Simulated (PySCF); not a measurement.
# C4H5FN2: the cost of one run

The runs use PySCF 2.14.0, with density-fitted response routines of our own; the level of theory stands in each step. All values are computed, except where a source is named. Atoms are numbered from 0 throughout.

## Step 1: The starting structure

12 atoms, charge 0, multiplicity 1; geometry from: GFN2-xTB. The atoms were then displaced at random by about 0.01 Å, so the start is not that level's minimum.

Bonds of the start (Å): C0–N1 1.42, N1–C2 1.36, C2–C3 1.41, C3–N4 1.37, N4–C5 1.30, C5–F6 1.31, C5–N1 1.36, C0–H7 1.07, C0–H8 1.10, C0–H9 1.12, C2–H10 1.07, C3–H11 1.04.

## Step 2: Optimising the geometry at PBE0-D3(BJ)/def2-SVP

The job: settings as JSON, then the geometry in Å.

```
{"job": {"xc": "PBE0", "basis": "def2-SVP", "d3": "d3bj", "grid": 1, "shake": 0.01, "kind": "geom"}, "charge": 0, "multiplicity": 1}
C     -1.619000    -0.304240     0.178910
N     -0.248670     0.007860     0.001790
C      0.798250    -0.825390     0.242100
C      1.975430    -0.114140    -0.056540
N      1.609290     1.128970    -0.492280
C      0.315290     1.168000    -0.433000
F     -0.442600     2.187480    -0.761040
H     -1.910750    -1.127280    -0.446490
H     -1.854810    -0.503380     1.239750
H     -2.224030     0.588060    -0.116980
H      0.666910    -1.821600     0.623860
H      2.974380    -0.412620     0.010900
```

On the command line:

```bash
$ OMP_NUM_THREADS=1 python probes_run.py task.json out
```

This one command runs all jobs of the session in turn.

**Question.** How long does this first job take on 1 thread of Arm Neoverse V1, shared host, and how much memory does it need?

About 58 s, with a peak of 0.53 GiB.
